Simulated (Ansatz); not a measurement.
# GaH5S: a nudged elastic band, and a look at its input

Aim: a nudged elastic band from the structure below. Read the input with care, then see what the program makes of it. The step meant is a four-centre ligand exchange at charge 0 and multiplicity 1, which changes Ga1–H6, S2–H5, Ga1–S2, H5–H6.

Program: Ansatz 0.2.0, Gaussian basis. Level of theory: PBE0-D4/def2-SVP. These are calculated values, not measurements.

1 further run of the same task is left out (it didn't finish).

## (1) The structure

```
Ga   -0.8014   -0.2771    0.2159
S    -0.7356    1.6634   -0.8270
H    -1.2888   -1.4798   -0.6481
H    -0.4229   -0.3122    1.7292
H     1.7780   -0.6717   -0.5767
H     1.7793   -1.2773   -0.1353
H    -0.3085    2.3545    0.2420
```

## (2) The run

File run/in.yaml:

```yaml
crystal:
  periodic: [false, false, false]
  atoms:
    - {symbol: Ga, position_ang: [-0.801375, -0.277067, 0.215864]}
    - {symbol: S, position_ang: [-0.735615, 1.663439, -0.827023]}
    - {symbol: H, position_ang: [-1.288824, -1.479775, -0.648093]}
    - {symbol: H, position_ang: [-0.422896, -0.312226, 1.729194]}
    - {symbol: H, position_ang: [1.778017, -0.671702, -0.576688]}
    - {symbol: H, position_ang: [1.779299, -1.277317, -0.135273]}
    - {symbol: H, position_ang: [-0.308508, 2.354548, 0.242020]}
basis:
  gaussian: {orbitals: def2-SVP}
hamiltonian: {xc: pbe0, dispersion: d4}
neb:
  images: 5
  climbing: true
  max_iterations: 30
  initial_path: idpp
  f_tol: 2.0
  final_atoms:
    - {symbol: Ga, position_ang: [-0.268496, -0.989103, 0.467754]}
    - {symbol: S, position_ang: [-0.245941, 1.371423, -0.619095]}
    - {symbol: H, position_ang: [-1.112436, -1.658384, -0.680542]}
    - {symbol: H, position_ang: [-0.995378, -0.524485, 1.784775]}
    - {symbol: H, position_ang: [0.623517, 1.100875, -1.606841]}
    - {symbol: H, position_ang: [1.291218, -1.212874, 0.496632]}
    - {symbol: H, position_ang: [0.707617, 1.912448, 0.157317]}
```

Command:

```console
ansatz run in.yaml --threads 2 --pin off --events-out ev --progress --plain --max-ram 4352MiB
```

Before running it: what results should come out? Wanted: this run.

As calculated:

| quantity | value |
| --- | --- |
| this run | converged |
| fault | tolerance too loose |

In words: The force tolerance of 2 eV/Å lets the band stop early, so its barrier is not a converged value.
